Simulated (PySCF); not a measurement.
**MgAs: from the state search to spectroscopic constants**

Aim: find the lowest electronic state of MgAs, scan its bond at several levels of theory, and get bond length, wavenumber and dissociation energy from each curve.

The runs use PySCF 2.14.0; Mg def2-SVP, As def2-SVP, no relativity.

## (1) The job

A driver script around PySCF takes these settings:

```json
{
  "atoms": "Mg, As",
  "charge": "0",
  "basis": "Mg def2-SVP, As def2-SVP",
  "Hamiltonian": "no relativity",
  "basis functions": "50",
  "electrons treated": "45",
  "masses in u": "23.9850, 74.9216",
  "levels": "PBE0, PBE, r²SCAN, revPBE, PBEsol, B97-3, CAM-B3LYP, HF, MP2, SCS-MP2, CCSD, CCSD(T)",
  "grid": "80 radial by 434 angular points",
  "occupations": "held fixed by the projection of orbital angular momentum",
  "dissociation limit": "Mg + As, each in its ground configuration",
  "starting distance in angstrom": "2.530",
  "values of 2S to try": "1, 3"
}
```

The run is started by

```sh
OMP_NUM_THREADS=1 python dia.py task.json out
```

After this run come: First curve: PBE0; Excited determinants; PBE; r²SCAN (meta-GGA); revPBE (GGA); PBEsol (GGA); B97-3 (global hybrid GGA); CAM-B3LYP (range-separated hybrid); UHF (mean field); Correlated methods on the Hartree–Fock reference.

Q: Predict the outcome of this session. Wanted: for each run, Re; ωe; De; μ.

The runs gave:

Lowest PBE0 solution found, without spin–orbit coupling: ⁴Σ⁻ (quartet), unpaired electrons σ ↑, π ↑↑. State 2 has its PBE0 minimum 0.18 eV higher, as a spin-mixed determinant (⟨S²⟩ = 1.76), so this is no gap between pure states. State 3 has its PBE0 minimum 0.44 eV higher, as a spin-mixed determinant (⟨S²⟩ = 1.76), so this is no gap between pure states. State 4 has its PBE0 minimum 0.46 eV higher. The other levels ran on the lowest alone.

| level | Re (Å) | ωe (cm⁻¹) | De (eV) | μ (D) |
| --- | --- | --- | --- | --- |
| UHF | 2.669 | 233.2 | 0.188 | -2.09 |
| UHF-MP2 | 2.660 | 248.7 | 0.353 | n/a |
| UHF-SCS-MP2 | 2.678 | 238.8 | 0.258 | n/a |
| UHF-CCSD | 2.720 | 200.6 | 0.199 | n/a |
| UHF-CCSD(T) | 2.717 | 208.1 | 0.261 | n/a |
| PBE | 2.683 | 233.7 | 0.81 | -1.17 |
| PBEsol | 2.657 | 243.7 | 0.92 | -1.26 |
| revPBE | 2.702 | 228.0 | 0.72 | -1.23 |
| r²SCAN | 2.650 | 252.5 | 0.93 | -1.62 |
| PBE0 | 2.658 | 243.2 | 0.74 | -1.47 |
| B97-3 | 2.679 | 235.8 | 0.68 | -1.53 |
| CAM-B3LYP | 2.641 | 245.7 | 0.62 | -1.55 |

De is counted to Mg + As in their ground configurations. A positive dipole means Mg(−)As(+).

Bond lengths run from 2.641 Å (CAM-B3LYP) to 2.720 Å (UHF-CCSD). CCSD(T) can't serve as the judge here: for a weak bond in this basis it is far from its limit. Of the levels with a De here, UHF gives the least (0.188 eV) and r²SCAN the most (0.93 eV).

Correlated steps freeze 10 core orbitals.
